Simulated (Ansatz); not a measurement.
Below is the output of a Python script on Ansatz's Python interface that makes a geometry optimisation of C₂H₄BrGeN, SMILES N#C[CH2][GeH2][Br]. Write a script that gives it. Use: CAM-B3LYP, def2-SVP basis, multiplicity 1.

```xyz
9

N     2.4549    1.1835   -0.0117
C     1.6319    0.3775    0.0984
C     0.5912   -0.6419    0.2379
Ge   -1.1230    0.0958   -0.3111
Br   -1.6859    1.8805    1.0738
H     0.5307   -0.9669    1.2969
H     0.8393   -1.5131   -0.4025
H    -2.2114   -1.0024   -0.2034
H    -1.0277    0.5869   -1.7782
```

```console
$ python opt_c2h4brgen.py
step   1  E = -130180.627180 eV  max force 0.7915 eV/A
step   2  E = -130180.660439 eV  max force 0.2436 eV/A
step   3  E = -130180.670836 eV  max force 0.1210 eV/A
step   4  E = -130180.672102 eV  max force 0.0464 eV/A
step   5  E = -130180.671827 eV  max force 0.1311 eV/A
step   6  E = -130180.672705 eV  max force 0.0114 eV/A
step   7  E = -130180.673428 eV  max force 0.0128 eV/A
step   8  E = -130180.673890 eV  max force 0.0619 eV/A
step   9  E = -130180.673557 eV  max force 0.0701 eV/A
step  10  E = -130180.674081 eV  max force 0.0178 eV/A
step  11  E = -130180.674125 eV  max force 0.0026 eV/A
converged              True
free_energy_ev         -130180.6742583247
reference_energy_ev    -130180.6742583247
n_frozen               0
n_occupied             [45, 45]
n_virtual              [81, 81]
bond        before    after (A)
N0-C1        1.1572   1.1534
C1-C2        1.4635   1.4523
C2-Ge3       1.9453   1.9731
C2-H5        1.1094   1.0998
C2-H6        1.1093   1.1013
Ge3-Br4      2.3281   2.3054
Ge3-H7       1.5499   1.5313
Ge3-H8       1.5500   1.5287
angle N0-C1-C2: 178.53 deg
angle C1-C2-Ge3: 113.07 deg
angle C1-C2-H5: 110.01 deg
angle C1-C2-H6: 109.60 deg
angle Ge3-C2-H5: 108.29 deg
angle Ge3-C2-H6: 107.95 deg
angle H5-C2-H6: 107.76 deg
angle C2-Ge3-Br4: 107.90 deg
```

The script that was run (others could print the same):

`opt_c2h4brgen.py`
```python
"""Minimum-energy structure of C2H4BrGeN."""

import ansatz as az
from ase import Atoms
import numpy as np


def main() -> None:
    atoms = Atoms(["N", "C", "C", "Ge", "Br", "H", "H", "H", "H"], positions=[
        [2.4549, 1.1835, -0.0117],
        [1.6319, 0.3775, 0.0984],
        [0.5912, -0.6419, 0.2379],
        [-1.123, 0.0958, -0.3111],
        [-1.6859, 1.8805, 1.0738],
        [0.5307, -0.9669, 1.2969],
        [0.8393, -1.5131, -0.4025],
        [-2.2114, -1.0024, -0.2034],
        [-1.0277, 0.5869, -1.7782],
    ])
    system = az.Crystal.molecule_from_ase(atoms)

    base = system.calculation().basis(gaussian="def2-SVP").functional("CAM-B3LYP")
    symbols = [site.symbol for site in system.cartesian_sites]
    start = np.array([site.position_ang for site in system.cartesian_sites], dtype=float)
    def progress(event):
        if event["event"] == "relax_step":
            row = event["data"]
            print(f"step {row['step']:3d}  E = {row['lagrangian_ev']:.6f} eV  max force {row['allowed_force_max_ev_ang']:.4f} eV/A")


    r = base.relax(force_tolerance=0.01).session().plan().execute(on_event=progress).report
    end = np.array(r["positions_ang"])

    for key in ("converged", "free_energy_ev", "reference_energy_ev", "n_frozen", "n_occupied", "n_virtual"):
        print(f"{key:22s} {r[key]}")

    print("bond        before    after (A)")
    for i, j in [(0, 1), (1, 2), (2, 3), (2, 5), (2, 6), (3, 4), (3, 7), (3, 8)]:
        d0, d1 = (np.linalg.norm(xyz[i] - xyz[j]) for xyz in (start, end))
        print(f"{symbols[i]}{i}-{symbols[j]}{j}".ljust(10), f"{d0:8.4f} {d1:8.4f}")
    for i, j, k in [(0, 1, 2), (1, 2, 3), (1, 2, 5), (1, 2, 6), (3, 2, 5), (3, 2, 6), (5, 2, 6), (2, 3, 4)]:
        u, v = end[i] - end[j], end[k] - end[j]
        print(f"angle {symbols[i]}{i}-{symbols[j]}{j}-{symbols[k]}{k}: {np.degrees(np.arccos(np.clip(u @ v / np.linalg.norm(u) / np.linalg.norm(v), -1, 1))):.2f} deg")
    with open("c2h4brgen_opt.xyz", "w") as handle:
        handle.write(f"{len(symbols)}\nrelaxed C2H4BrGeN\n")
        handle.writelines(f"{s:2s} {x:11.6f} {y:11.6f} {z:11.6f}\n" for s, (x, y, z) in zip(symbols, end))


if __name__ == "__main__":
    main()
```

Caveats:
- These settings explore the input space; basis and method may be short of convergence.
- The end point is the stationary point reached from this start; no frequency run checks that it is a minimum, and the basis set is modest.
- Timing: 100 s on 1 thread of Arm Neoverse V2, on a shared host, peak memory 0.51 GiB.

(Lines on the test bed's own set-up are left out of the output.)
